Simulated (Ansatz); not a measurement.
# MoPt2: the cost of one run

Program: Ansatz 0.2.0. Level of theory: DFT r2SCAN, scalar-relativistic, plane waves, PAW. These are calculated values, not measurements.

1 further run of the same task is left out (it didn't finish).

## Step 1: Starting point

The structure is orthorhombic, space group Immm (No. 71). The conventional cell has a = 2.748 Å, b = 3.915 Å, c = 8.238 Å, α = 90.00°, β = 90.00°, γ = 90.00°. Around Mo (site symmetry mmm) lie 10 Pt at 2.68 to 2.91 Å and 2 Mo at 2.75 Å. Pt (site symmetry mm2) has 3 Pt at 2.42 to 2.75 Å and 4 Mo at 2.68 Å as nearest neighbours.

Coordinates:

```cif
data_structure
_symmetry_space_group_name_H-M 'P 1'
_symmetry_Int_Tables_number 1
_cell_length_a 4.7630
_cell_length_b 4.7630
_cell_length_c 4.7630
_cell_angle_alpha 146.467
_cell_angle_beta 131.467
_cell_angle_gamma 60.281
_cell_volume 44.31
loop_
_atom_site_label
_atom_site_type_symbol
_atom_site_fract_x
_atom_site_fract_y
_atom_site_fract_z
_atom_site_occupancy
Mo1 Mo 0.00000 0.00000 0.00000 1
Pt1 Pt 0.35300 0.35300 0.00000 1
Pt2 Pt 0.64700 0.64700 0.00000 1
```

(A quick probe on a coarse mesh, which set the mesh and smearing, is not shown.)

## Step 3: Rough relaxation on the coarse mesh

Input file input.yaml:

```yaml
crystal:
  lattice:
    - [-1.374, 1.9575, 4.119]
    - [1.374, -1.9575, 4.119]
    - [1.374, 1.9575, -4.119]
  atoms:
    - { symbol: Mo, position: [0.0, 0.0, 0.0] }
    - { symbol: Pt, position: [0.353, 0.353, 0.0] }
    - { symbol: Pt, position: [0.647, 0.647, 0.0] }
basis:
  ecutwfc: 500
kpoints:
  mp_grid: { grid: [8, 8, 8] }
hamiltonian:
  xc: r2scan
scf:
  occupations: { method: gaussian, width: 0.1 }
  lower_state_search: "off"
output:
  forces: true
  stress: true
  eigenvalues: true
relax:
  adjacent_minimum: "off"
  f_tol: 0.04
  max_steps: 70
  cell: { stress_tol: 0.4 }
```

Command:

```bash
$ ansatz run input.yaml --threads 4 --pin off --max-ram 8192MiB --backend cpu --events-out ev --progress --plain --runs-dir out
```

**Question.** How long does this run take on 4 threads of an x86-64 CPU, shared host, and how much memory does it need?

About 21 s, with a peak of 0.62 GiB.
